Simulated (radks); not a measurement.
# Br²⁺ with its nuclear charge varied continuously

One table from this session's results is given with a row withheld; the runs are named, their logs left out.

Program: radks (a radial shooting solver on a logarithmic mesh, Libxc functionals) version 1. Level of theory: scalar-relativistic Kohn-Sham, r2SCAN, spin-polarised, spherical densities, finite nucleus; open shells are filled with parallel spins first. These are calculated values, not measurements, unless marked.

**The atom as given**

| Quantity | Value |
| --- | --- |
| element | bromine (Z = 35) |
| charge | +2 |
| electrons | 33 |
| configuration | [Ar] 3d10 4s2 4p3 |
| nuclear rms radius | 4.1629 fm |

Outer shells as boxes (Hund's rule):

Br²⁺
```
[Ar] core
3d [↑↓][↑↓][↑↓][↑↓][↑↓]
4s [↑↓]
4p [↑ ][↑ ][↑ ]
```

Set-up of the first run:

Settings of this run:

```text
Z 35
configuration [Ar] 3d10 4s2 4p3
relativity scalar-relativistic
functional r2scan,r2scan
spin polarised
nucleus finite rms 4.1629 fm
c 137.035999084
```

Among the steps run: Z = 35.

One of the session's tables, all rows but one given; the rest of the session is left out.

It belongs to the step «Z = 35». Radial moments (bohr):

```
  level     <r>  outermost maximum (interpolated)  90 % within  nodes
  3p up  0.5632                             0.481        0.859      1
3p down       ?                                 ?            ?      ?
  3d up  0.5903                             0.433        0.972      0
3d down  0.5867                             0.433        0.963      0
  4s up   1.597                              1.40         2.34      3
4s down   1.591                              1.39         2.34      3
  4p up   1.834                              1.58         2.72      2
4p down   1.831                              1.57         2.73      2
```

Q: Estimate the row for 3p down from the others.

**Answer.** <r>: 0.5630; outermost maximum (interpolated): 0.481; 90 % within: 0.858; nodes: 1. In the column «<r>» it is the lowest.

Limits of these values: At Z = 35 the central difference of E is -178.978 hartree, against -178.701 from the Hellmann-Feynman theorem; the scalar-relativistic energy here is not variational, so the two differ by a part that grows with Z.
